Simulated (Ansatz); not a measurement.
# C: the cost of one run

Computed with Ansatz 0.2.0 (DFT HSE06, scalar-relativistic, plane waves, PAW (the target; the first runs use scalar-relativistic PBE), unless a step's input says otherwise).

**1. The system as given**

It takes space group P6_3/mmc (No. 194, hexagonal). Conventional cell: a = 2.464 Å, b = 2.464 Å, c = 6.711 Å, α = 90.00°, β = 90.00°, γ = 120.00°. Around C (site symmetry -6m2) lie 3 C at 1.42 Å.

As a file:

```xyz
4
Lattice="2.4640 0.0000 0.0000 -1.2320 2.1339 0.0000 0.0000 0.0000 6.7110" Properties=species:S:1:pos:R:3 pbc="T T T"
C     0.0000    0.0000    1.6778
C     0.0000    0.0000    5.0333
C     0.0000    1.4226    1.6778
C     1.2320    0.7113    5.0333
```

**2. Full relaxation (PBE, 10×10×4 mesh)**

Contents of input.yaml:

```yaml
crystal:
  lattice:
    - [2.464, 0.0, 0.0]
    - [-1.232, 2.1338865949, 0.0]
    - [0.0, 0.0, 6.711]
  atoms:
    - { symbol: C, position: [0.0, 0.0, 0.25] }
    - { symbol: C, position: [0.0, 0.0, 0.75] }
    - { symbol: C, position: [0.3333333333, 0.6666666667, 0.25] }
    - { symbol: C, position: [0.6666666667, 0.3333333333, 0.75] }
basis:
  ecutwfc: 420
  ecutrho_ratio: 4
kpoints:
  mp_grid: { grid: [10, 10, 4] }
hamiltonian:
  xc: pbe
scf:
  occupations: { method: gaussian, width: 0.05 }
output:
  forces: true
  stress: true
  eigenvalues: true
relax:
  f_tol: 0.03
  max_steps: 60
  cell: { stress_tol: 0.3 }
```

Q: Estimate wall time and peak memory on 4 threads of an x86-64 CPU, shared host.

About 9.7 s, with a peak of 0.46 GiB.
